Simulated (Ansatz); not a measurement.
# FH4OSi2: rigid scan of one bond length from a Python script

All numbers are computed with Ansatz 0.2.0 through its Python package. Level of theory: B3LYP/cc-pVDZ.

## (1) The structure

Bond lengths: O1–Si2 1.634 Å, Si2–F3 1.599 Å, Si2–Si4 2.238 Å, O1–H5 0.980 Å, Si4–H6 1.519 Å, Si4–H7 1.509 Å, Si4–H8 1.489 Å. Angles: O1–Si2–F3 104.3°, O1–Si2–Si4 114.4°, F3–Si2–Si4 110.3°, Si2–O1–H5 117.7°, Si2–Si4–H6 113.3°, Si2–Si4–H7 112.6°, Si2–Si4–H8 111.9°, H6–Si4–H7 105.7°, H6–Si4–H8 106.2°, H7–Si4–H8 106.6°.

The script holds or builds the structure itself.

## (2) The script

scan_fh4osi2.py reads:

```python
"""Stretching a bond of FH4OSi2, the rest held rigid."""

from dataclasses import dataclass
import warnings

import ansatz as az
import numpy as np


@dataclass
class RunConfig:
    basis_set: str = "cc-pVDZ"
    xc: str = "b3lyp"


settings = RunConfig()

warnings.simplefilter("ignore", az.DeckWarning)

geometry_ang = [
    ("O", (1.5237, 1.2638, -0.6932)),
    ("Si", (1.121, -0.0649, 0.1678)),
    ("F", (1.5986, -1.287, -0.7468)),
    ("Si", (-1.0629, -0.2447, 0.6236)),
    ("H", (1.7962, 1.1361, -1.6255)),
    ("H", (-1.597, 0.8993, 1.468)),
    ("H", (-1.9149, -0.2655, -0.6219)),
    ("H", (-1.3726, -1.4941, 1.3722)),
]
geometry = az.Crystal.molecule()
for symbol, xyz in geometry_ang:
    geometry = geometry.atom(symbol, xyz)

symbols = [site.symbol for site in geometry.cartesian_sites]
start = np.array([site.position_ang for site in geometry.cartesian_sites])
axis = (start[0] - start[1]) / np.linalg.norm(start[0] - start[1])
moving = [0, 4]
lengths, energies = [1.39, 1.5, 1.63, 1.8, 2.04, 2.45, 2.94, 3.59], []
for length in lengths:
    xyz = start.copy()
    xyz[moving] += (length - np.linalg.norm(start[0] - start[1])) * axis
    point = az.Crystal.molecule()
    for symbol, xyz in zip(symbols, xyz):
        point = point.atom(symbol, xyz.tolist())
    calculation = (
        point.calculation()
        .basis(gaussian=settings.basis_set)
        .functional(settings.xc)
        .spin("collinear", total=1)
    )
    data = calculation.run().report
    energies.append(data["free_energy_ev"])
    print(f"r = {length:6.3f} A  E = {energies[-1]:.5f} eV  <S^2> = {abs(data['mean_field']['state']['spin_squared']):.3f}")

print("energy above the lowest point (eV):", [round(e - min(energies), 3) for e in energies])
```

## (3) What the engine is handed

The engine receives this input (first run):

```yaml
crystal:
  periodic: [false, false, false]
  atoms:
    - { symbol: O, position_ang: [1.4636318073166144, 1.0656062885065445, -0.5647701169595356] }
    - { symbol: Si, position_ang: [1.121, -0.0649, 0.1678] }
    - { symbol: F, position_ang: [1.5986, -1.287, -0.7468] }
    - { symbol: Si, position_ang: [-1.0629, -0.2447, 0.6236] }
    - { symbol: H, position_ang: [1.7361318073166143, 0.9379062885065447, -1.4970701169595355] }
    - { symbol: H, position_ang: [-1.597, 0.8993, 1.468] }
    - { symbol: H, position_ang: [-1.9149, -0.2655, -0.6219] }
    - { symbol: H, position_ang: [-1.3726, -1.4941, 1.3722] }
basis:
  gaussian:
    orbitals: cc-pVDZ
hamiltonian:
  xc: b3lyp
magnetization:
  spin_polarized: true
  initial_magnetization: 1.0
```

## (4) Launch

Run with:

```
python scan_fh4osi2.py
```

What time and memory should one allow on 1 thread of Intel Xeon 6975P-C (Granite Rapids), shared host?

About 31 s, with a peak of 0.31 GiB.
